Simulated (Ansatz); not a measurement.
**C2H3Cl3OSi2: small, medium and large basis sets**

The task here is to estimate one member of a computed series from the others.

The runs use Ansatz 0.2.0, Gaussian basis; one geometry, several basis sets.

Plan: PBE0-D4/def2-SVP; ωB97M-V/def2-SVP; PBE0-D4/def2-QZVPP; ωB97M-V/def2-QZVPP; the functionals' def2-TZVPP values are taken from earlier runs.

### Structure used throughout

The geometry comes from an earlier relaxation with PBE0-D4 in a triple-zeta def2 set; it is a stationary point, not always the lowest conformer.

SMILES `O[SiH](Cl)C#C[SiH](Cl)Cl`, 11 atoms, charge 0, spin multiplicity 1.

Atoms are counted from 1 here; the program's logs count them from 0.

Bond lengths: O1–Si2 1.625 Å, O1–H9 0.959 Å, Si2–Cl3 2.045 Å, Si2–C4 1.826 Å, Si2–H10 1.469 Å, C4–C5 1.214 Å, C5–Si6 1.813 Å, Si6–Cl7 2.035 Å, Si6–Cl8 2.036 Å, Si6–H11 1.472 Å. Angles: Si2–O1–H9 119.0°, O1–Si2–Cl3 111.9°, O1–Si2–C4 111.0°, O1–Si2–H10 107.1°, Cl3–Si2–C4 106.2°, Cl3–Si2–H10 109.3°, C4–Si2–H10 111.4°, Si2–C4–C5 179.1°, C4–C5–Si6 179.1°, C5–Si6–Cl7 109.0°, C5–Si6–Cl8 108.7°, C5–Si6–H11 111.3°, Cl7–Si6–Cl8 109.9°, Cl7–Si6–H11 109.0°, Cl8–Si6–H11 109.0°.

Coordinates:

```mol
C2H3Cl3OSi2
  3D, bonds by distance, orders not assigned

 11 10  0  0  0  0  0  0  0  0999 V2000
   -2.3104    0.8789   -1.7944 O   0  0
   -1.5303   -0.5165   -1.5025 Si  0  0
   -0.5562   -1.2065   -3.1634 Cl  0  0
   -0.2527   -0.2949   -0.2163 C   0  0
    0.5874   -0.1325    0.6442 C   0  0
    1.8602    0.0919    1.9150 Si  0  0
    0.9911   -0.0262    3.7509 Cl  0  0
    2.7118    1.9247    1.6691 Cl  0  0
   -1.7992    1.6625   -2.0050 H   0  0
   -2.5415   -1.4991   -1.0892 H   0  0
    2.9052   -0.9392    1.8123 H   0  0
  1  2  8  0
  2  3  8  0
  2  4  8  0
  4  5  8  0
  5  6  8  0
  6  7  8  0
  6  8  8  0
  1  9  8  0
  2 10  8  0
  6 11  8  0
M  END
```

Set-up of the first run:

in.yaml

```yaml
crystal:
  periodic: [false, false, false]
  atoms:
    - {symbol: O, position_ang: [-2.310394, 0.878859, -1.794440]}
    - {symbol: Si, position_ang: [-1.530347, -0.516532, -1.502547]}
    - {symbol: Cl, position_ang: [-0.556187, -1.206522, -3.163397]}
    - {symbol: C, position_ang: [-0.252669, -0.294871, -0.216338]}
    - {symbol: C, position_ang: [0.587436, -0.132516, 0.644222]}
    - {symbol: Si, position_ang: [1.860222, 0.091945, 1.914989]}
    - {symbol: Cl, position_ang: [0.991133, -0.026239, 3.750898]}
    - {symbol: Cl, position_ang: [2.711831, 1.924685, 1.669139]}
    - {symbol: H, position_ang: [-1.799214, 1.662502, -2.004970]}
    - {symbol: H, position_ang: [-2.541514, -1.499137, -1.089221]}
    - {symbol: H, position_ang: [2.905205, -0.939173, 1.812267]}
basis:
  gaussian: {orbitals: def2-SVP}
hamiltonian: {xc: pbe0, dispersion: d4}
output: {orbitals: {seedname: orbitals}}
```

Among the steps run: PBE0-D4 in def2-SVP; ωB97M-V in def2-SVP; PBE0-D4 in def2-QZVPP; ωB97M-V in def2-QZVPP.

One table of the session follows, with a row left open; its other results are not shown here.

It belongs to the step «Density functionals: the series». 

| functional | basis | HOMO (eV) |
| --- | --- | --- |
| PBE0-D4 | def2-SVP | ? |
| PBE0-D4 | def2-TZVPP | -8.84 |
| PBE0-D4 | def2-QZVPP | -8.87 |
| ωB97M-V | def2-SVP | -10.96 |
| ωB97M-V | def2-TZVPP | -11.05 |
| ωB97M-V | def2-QZVPP | -11.08 |

Q: Estimate the row for PBE0-D4, def2-SVP from the others.

**Answer.** HOMO (eV): -8.79. In the column «HOMO (eV)» it is the highest.
